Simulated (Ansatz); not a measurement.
**LaRu3 (BiF3 type): a single-point run**

Aim: a sound single-point run of LaRu3 (BiF3 type). The structure is shown as the input types it.

Computed with Ansatz 0.2.0 (DFT PBEsol, scalar-relativistic, plane waves, PAW, unless a step's input says otherwise).

1 further run of the same task is left out (it didn't finish).

### 1 The starting structure

It takes space group Fm-3m (No. 225, cubic). The conventional cell has a = 6.441 Å, b = 6.441 Å, c = 6.441 Å, α = 90.00°, β = 90.00°, γ = 90.00°. Around La (site symmetry m-3m) lie 8 Ru at 2.79 Å. Ru (site symmetry m-3m) is surrounded by 8 Ru at 2.79 Å. Ru (site symmetry -43m) is surrounded by 4 La at 2.79 Å and 4 Ru at 2.79 Å.

Structure file:

```
CELL_PARAMETERS angstrom
0.00000 3.22070 3.22070
3.22070 0.00000 3.22070
3.22070 3.22070 0.00000
ATOMIC_POSITIONS crystal
La 0.00000 0.00000 0.00000
Ru 0.50000 0.50000 0.50000
Ru 0.25000 0.25000 0.25000
Ru 0.75000 0.75000 0.75000
```

### 2 Input and run

input.yaml reads:

```yaml
crystal:
  lattice:
    - [0.0, 3.2206975573, 3.2206975573]
    - [3.2206975573, 0.0, 3.2206975573]
    - [3.2206975573, 3.2206975573, 0.0]
  atoms:
    - { symbol: La, position: [0.0, 0.0, 0.0] }
    - { symbol: Ru, position: [0.5, 0.5, 0.5] }
    - { symbol: Ru, position: [0.25, 0.25, 0.25] }
    - { symbol: Ru, position: [0.75, 0.75, 0.75] }
basis:
  ecutwfc: 420
  ecutrho_ratio: 4
kpoints:
  mp_grid: { grid: [1, 1, 1] }
hamiltonian:
  xc: pbesol
scf:
  occupations: { method: gaussian, width: 0.05 }
  max_iter: 60
output:
  forces: true
  stress: true
```

Run with:

```console
$ ansatz run input.yaml --threads 4 --pin off --max-ram 4096MiB --backend cpu --events-out ev --progress --plain --runs-dir out
```

What happens when this is run?

The program finished normally. That alone doesn't make the input a sound one.

The suspect setting: kpoints.mp_grid.grid is [1, 1, 1]. Band dispersion is ignored when only one k-point is used.

To check: set kpoints.mp_grid.grid to [8, 8, 8].
